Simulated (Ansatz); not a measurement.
## TaN, space group P-6m2: a check of PAW against all-electron LAPW, step by step

Program: Ansatz 0.2.0, Python API.

The cells in order, each with its output:

**Cell 1**
```python
import ansatz as az
import numpy as np
```

**Cell 2**
```python
def count_gap(report):
    # lowest empty less highest filled band, counting bands; zero where they overlap
    return max(report.get("gap_by_band_count_ev") or 0.0, 0.0)
```

**Cell 3**
```python
vectors = np.array([
    [2.938, 0.0, 0.0],
    [-1.469, 2.54438264, 0.0],
    [0.0, 0.0, 2.883],
])
xtal = (
    az.Lattice.of(vectors)
    .atom("Ta", (1 / 3, 2 / 3, 0.5))
    .atom("N", (0.0, 0.0, 0.0))
)
```

**Cell 4**
```python
[site.symbol for site in xtal.resolved().sites]
```
Output:
```text
['Ta', 'N']
```

**Cell 5**
```python
calculation = xtal.calculation()
calculation = calculation.functional("lda")
calculation = calculation.kpoints(spacing=0.24)
calculation = calculation.occupations("cold", width=0.05)
calculation = calculation.stress().forces()
calculation = calculation.band_table()
variants = {
    "PAW": calculation.pseudopotentials("paw"),
    "LAPW": calculation.pseudopotentials("all_electron", lapw=True),
}
# totals differ by the cores that each treatment holds, so compare what does not depend on them
rows = []
for label, variant in variants.items():
    data = variant.run(threads=1, backend="cpu").report
    levels = np.array(data["eigenvalues_ev"][0]) - data["fermi_energy_ev"]
    print(label, "levels at the first k-point near E_F:", np.round(levels[np.abs(levels) < 5], 3))
    rows.append((label, data["n_electrons"], np.trace(data["stress_gpa"]) / 3, count_gap(data)))
for row in rows:
    print("; ".join(f"{name} = {round(v, 4) if isinstance(v, float) else v}" for name, v in zip(["treatment", "electrons in bands", "P GPa", "gap by band count eV"], row)))
```
Output:
```text
DeckWarning: basis.ecutwfc = 420 eV, auto-derived from the records' recommended cutoffs: set by Ta (normal level)
PAW levels at the first k-point near E_F: [-4.548 -4.548 -4.187 -2.894  2.32   3.568  3.568  3.94 ]
LAPW levels at the first k-point near E_F: [-4.539 -4.539 -4.179 -2.879  2.328  3.571  3.571  3.946  3.946]
treatment = PAW; electrons in bands = 18.0; P GPa = -11.5696; gap by band count eV = 0.0
treatment = LAPW; electrons in bands = 52.0; P GPa = -11.5058; gap by band count eV = 0.0
```

PAW gives -11.570 GPa and LAPW -11.506 GPa, 0.06 GPa apart. They took 1.9 and 37.3 s of processor time.

Total energies depend on the potentials; only differences at equal settings carry meaning. A total without «per atom» is that of the cell as typed. Spin is left out of this run. The computed bands are complete only to about 3.3 eV above the Fermi level. For a metal this k-point mesh is coarse: on a finer one energies can move by several to tens of meV an atom and pressures by half a GPa or more, differences at one mesh by less. A gap by band count of zero or less means overlapping bands, a metal. At these settings the cell as given stands under about -12 GPa, so it isn't at this functional's equilibrium volume. The structure is a deposited one; some such entries were measured under pressure or heat, so a shift against it needn't be the functional's error alone. Gaps and levels are Kohn-Sham values on a finite set of k-points, without spin-orbit coupling. Warnings are shown shortened and without file and line. Pressure is positive in compression; the treatments may keep other shells as core, so totals and counts of electrons can differ. Wall time of the script: 40 s on 1 thread of Intel(R) Xeon(R) Processor @ 2.30GHz (shared host), peak memory 0.72 GiB.
